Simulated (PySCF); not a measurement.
# F6Tc ([TcF6]2-): the cost of one run

Computed with PySCF 2.14.0 and routines of our own; the level stands in each step. Atoms count from 0.

## 1. The system as given

7 atoms, charge -2, states of the metal's open shell are computed; geometry from: model start, shaken.

## 2. Optimising the geometry at PBE0-D3(BJ)/def2-TZVP

The job: settings as JSON, then the geometry in Å.

```
{"job": {"xc": "PBE0", "basis": "def2-TZVP", "d3": "d3bj", "grid": 1, "maxiter": 45, "solvent": "water", "kind": "geom"}, "charge": -2, "metal": "Tc", "open_shell": "d3"}
Tc     0.000020     0.004480    -0.004110
F     -0.013360    -0.006820     1.930130
F      0.000900     0.020100    -1.952380
F      1.935690     0.007350     0.005350
F     -1.943420    -0.013960    -0.000440
F      0.010430     1.924840    -0.006860
F     -0.028520    -1.964340    -0.027630
```

Command:

```
$ OMP_NUM_THREADS=1 python lf_run.py task.json out
```

This one command runs all jobs of the session in turn.

Q: Estimate the wall time and peak memory of this first job on 1 thread of Arm Neoverse V2, shared host.

About 3 min, with a peak of 1.4 GiB.
